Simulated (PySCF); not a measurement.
# Ti(OH)₂: structure of the triplet

Aim: relax Ti(OH)₂ as a triplet from a PBE minimum start, check by its vibrations whether the end is a minimum, and collect its spectrum and constants.

Method: PBE, basis Ti def2-SVP, O def2-SVP, H def2-SVP, no relativity, density fitting; program: PySCF 2.14.0.

### 1 Starting geometry

5 atoms, charge 0, spin multiplicity 3.

Bond lengths: Ti1–O2 1.800 Å, Ti1–O3 1.800 Å, O2–H4 0.968 Å, O3–H5 0.968 Å. Angles: O2–Ti1–O3 151.5°, Ti1–O2–H4 159.1°, Ti1–O3–H5 159.1°.

Coordinates in bohr (charge 0 multiplicity 3):
```
Ti    0.3728    0.0000    0.0000
O    -0.4633    3.2981    0.0000
O    -0.4633   -3.2981    0.0000
H    -1.5146    4.7950    0.0000
H    -1.5146   -4.7950    0.0000
```

### 2 The SCF at the typed geometry

One driver script runs all steps and calls PySCF; scf.py shows how it sets up the SCF of each step. The optimiser is the driver's own. After this first run the driver tries any further starts and a stability analysis.

scf.py reads:

```python
from pyscf import gto, scf, dft
mol = gto.M(atom='''
Ti     0.197270    -0.000000     0.000000
O     -0.245180     1.745270     0.000000
O     -0.245180    -1.745270    -0.000000
H     -0.801500     2.537410    -0.000000
H     -0.801500    -2.537410     0.000000''',
    basis={'Ti': 'def2-SVP', 'O': 'def2-SVP', 'H': 'def2-SVP'},
    charge=0, spin=2)
mf = dft.UKS(mol, xc='PBE')
mf.grids.atom_grid = (50, 194)
aux = {'Ti': 'def2-universal-JKFIT', 'O': 'def2-universal-JKFIT', 'H': 'def2-universal-JKFIT'}
mf = mf.density_fit(auxbasis=aux)
mf.conv_tol = 1e-08
mf.diis_space = 10
mf.max_cycle = 60
mf.init_guess = 'minao'
mf.verbose = 4
mf.kernel()
```

Launch:

```bash
$ OMP_NUM_THREADS=2 python axn.py task.json out
```

Further steps of the session: Relaxation: PBE minimum start, triplet; Is it a minimum? Harmonic modes.

Q: Predict the outcome of this session. Wanted: minimum; geometry; wavenumbers; dipole moment; highest occupied, lowest empty level; polar-tensor charge of Ti1; zero-point energy; atomisation energy; ⟨S²⟩.

The runs gave:

| quantity | value |
| --- | --- |
| minimum | triplet, C2v |
| geometry | O–H 0.968 Å (×2), Ti–O 1.800 Å (×2); H–O–Ti 158.4° (×2), O–Ti–O 150.0° |
| wavenumbers (cm⁻¹) | 102 (a1), 390 (a1), 392 (a2), 394 (b1), 416 (b2), 704 (a1), 797 (b2), 3837 (b2), 3840 (a1) |
| dipole moment | 1.25 D |
| highest occupied, lowest empty level (either spin) | -3.24, -2.37 eV |
| polar-tensor charge of Ti1 | +0.85 e |
| zero-point energy | 65.0 kJ/mol |
| entropy at 298.15 K | 294.8 J/(mol K) |
| atomisation energy (no zero-point energy) | 1960 kJ/mol |
| ⟨S²⟩ | 2.007 |

The molecule stays C2v, as typed, and the end point is a minimum. In the infrared the band at 3837 cm⁻¹ (b2) leads. Most of the spin sits on Ti1 (Mulliken spin 2.12, against 2 for the whole molecule). Other starts or spin states, not run here, may lie lower. Open d and f shells are described by one determinant, and the ground state may have another occupation or spin.
